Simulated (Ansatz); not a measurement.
# CeO2 (fluorite): exact exchange against the cheap answer

One table from this session's results is given with a row withheld; the runs are named, their logs left out.

Method: DFT at several levels, plane waves, PAW, in Ansatz 0.2.0.

2 further runs of the same task are left out: 1 that didn't finish, 1 set aside as unsound or not needed.

### The starting structure

Symmetry: Fm-3m, No. 225, cubic system. Conventional cell: a = 5.410 Å, b = 5.410 Å, c = 5.410 Å, α = 90.00°, β = 90.00°, γ = 90.00°. Ce (site symmetry m-3m) is surrounded by 8 O at 2.34 Å. O (site symmetry -43m) has 4 Ce at 2.34 Å as nearest neighbours.

As a file:

```cif
data_structure
_symmetry_space_group_name_H-M 'Fm-3m'
_symmetry_Int_Tables_number 225
_cell_length_a 5.4097
_cell_length_b 5.4097
_cell_length_c 5.4097
_cell_angle_alpha 90.000
_cell_angle_beta 90.000
_cell_angle_gamma 90.000
_cell_volume 158.32
loop_
_atom_site_label
_atom_site_type_symbol
_atom_site_symmetry_multiplicity
_atom_site_Wyckoff_symbol
_atom_site_fract_x
_atom_site_fract_y
_atom_site_fract_z
_atom_site_occupancy
Ce1 Ce 4 a 0.00000 0.00000 0.00000 1
O1 O 8 c 0.25000 0.75000 0.75000 1
```

At PBE, an earlier run found 5.60 GPa for this cell of 13.193 Å³/atom (8×8×8 mesh), mesh gap 1.99 eV. The cell is compressed at this level.

All runs below keep this geometry.

Levels to run, all on a 4×4×4 mesh: PBE; PBE0 form (fraction 1/ε∞); HSE06 form (fraction 0.15, screening 0.3 Å⁻¹); PBE0 form (fraction 0.1); r²SCAN0 form (fraction 1/ε∞). Hardware: 4 threads of Intel Xeon Platinum 8488C (Sapphire Rapids), shared host.

The first run:

The input, input.yaml:

```yaml
crystal:
  lattice:
    - [0.0, 2.7048609279, 2.7048609279]
    - [2.7048609279, 0.0, 2.7048609279]
    - [2.7048609279, 2.7048609279, 0.0]
  atoms:
    - { symbol: Ce, position: [0.0, 0.0, 0.0] }
    - { symbol: O, position: [0.25, 0.25, 0.25] }
    - { symbol: O, position: [0.75, 0.75, 0.75] }
basis:
  ecutwfc: 420
  ecutrho_ratio: 4
kpoints:
  mp_grid: { grid: [4, 4, 4] }
hamiltonian:
  xc: pbe
scf:
  occupations: { method: gaussian, width: 0.05 }
output:
  forces: true
  stress: true
  eigenvalues: true
  populations: true
  hubbard: { sites: [{ species: Ce, l: f }] }
  write_density: true
  write_potential: true
  elf: true
  volumetric_format: npy
```

Launch:

```console
$ ansatz run input.yaml --threads 4 --pin off --max-ram 6144MiB --backend cpu --events-out ev --progress --plain --runs-dir out
```

Steps of the session up to this table: PBE; PBE0 form (fraction 1/ε∞); HSE06 form (fraction 0.15, screening 0.3 Å⁻¹); PBE0 form (fraction 0.1); r²SCAN0 form (fraction 1/ε∞).

One of the session's tables, all rows but one given; the rest of the session is left out.

It belongs to the step «The sweep». 

```
                                        level  gap on the mesh (eV)  pressure (GPa)
                                          PBE                  1.99             5.6
                    PBE0 form (fraction 1/ε∞)                  3.15             1.7
HSE06 form (fraction 0.15, screening 0.3 Å⁻¹)                  2.74             1.2
                     PBE0 form (fraction 0.1)                     ?               ?
                 r²SCAN0 form (fraction 1/ε∞)                  3.58            -0.3
```

**Question.** Estimate the row for PBE0 form (fraction 0.1).

As computed: gap on the mesh (eV): 2.88; pressure (GPa): 2.6. In the column «gap on the mesh (eV)» it lies between HSE06 form (fraction 0.15, screening 0.3 Å⁻¹) (2.74) and PBE0 form (fraction 1/ε∞) (3.15).

Caveats from the session: Gaps are over this coarse mesh alone, and total energies of different levels can't be compared. The program warned that the SCF threshold is loose for the stress of this hybrid run. Warnings in the runs' records: stress exchange threshold loose, stress scf threshold loose.
